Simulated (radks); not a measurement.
# Dy⁺ in [Xe] 4f10.25 6s0.75: an all-electron calculation

Aim: the levels, the sizes of the orbitals and the parts of the energy of the dysprosium ion Dy+.

Method: Dirac Kohn-Sham, PBE, spin-unpolarised, spherical densities, finite nucleus; open shells fill j = l - 1/2 first. Code: radks (a radial shooting solver on a logarithmic mesh, Libxc functionals) version 1.

### 1 What is computed

- element: dysprosium (Z = 66)
- charge: +1
- electrons: 65
- configuration: [Xe] 4f10.25 6s0.75
- nuclear rms radius: 5.2218 fm

### 2 The calculation

The run's settings:

```text
Z 66
configuration [Xe] 4f10.25 6s0.75 5d0 6p0 7s0 5f0
relativity Dirac
functional pbe,pbe
spin unpolarised
j_filling energy
nucleus finite rms 5.2218 fm
c 137.035999084
```

The run is started by

```sh
python run_ks.py task.json out
```

All runs below come from this command, one after another.

**Question.** What will this run give?

The runs gave:

| quantity | value |
| --- | --- |
| total energy | -12166.9639 hartree |
| exchange-correlation share of it | 2.17 % |
| −T/E | 1.0967 |
| highest occupied level | 4f7/2, -7.276 eV |
| most extended occupied level | 6s1/2, <r> = 3.79 bohr |
| radius at density 0.001 e/bohr³ | 4.27 bohr |
| maxima of the radial density | 4 |

**Reading.** The radial density shows 4 maxima for 6 occupied principal shells; where shells overlap, one shows as a shoulder or not at all. Relativity lifts −T/E to 1.097. This is not the tabulated ground configuration, so its levels and sizes aren't those of the ground state, and no measured value stands beside it.
